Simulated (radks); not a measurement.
**He⁺ in 2s1: an all-electron calculation**

Wanted: eigenvalues, radial structure and energy terms of the helium ion He+.

The numbers are computed with radks (a radial shooting solver on a logarithmic mesh, Libxc functionals) version 1 (Dirac Kohn-Sham, revPBE, spin-unpolarised, spherical densities, finite nucleus), except any that are marked as measured or tabulated.

## Step 1: The atom as given

```
element            : helium (Z = 2)
charge             : +1
electrons          : 1
configuration      : 2s1
nuclear rms radius : 1.6755 fm
```

Outer shells as boxes (Hund's rule):

He⁺
```
2s [↑ ]
```

## Step 2: The run

The run's settings:

```text
Z 2
configuration 2s1 1s0 2p0 3d0
relativity Dirac
functional pbe_r,pbe
spin unpolarised
j_filling energy
nucleus finite rms 1.6755 fm
c 137.035999084
```

Run with:

```bash
$ python run_ks.py task.json out
```

All runs below come from this command, one after another.

Q: Predict the outcome of this run.

As calculated:

```
                        quantity                   value
                    total energy        -0.50354 hartree
exchange-correlation share of it                 30.92 %
                            −T/E                  0.9833
          highest occupied level       2s1/2, -10.667 eV
    most extended occupied level  2s1/2, <r> = 2.96 bohr
 radius at density 0.001 e/bohr³               3.93 bohr
    maxima of the radial density                       2
```

**Reading.** The radial density shows 2 maxima for 1 occupied principal shells. This is not the tabulated ground configuration, so its levels and sizes aren't those of the ground state, and no measured value stands beside it.
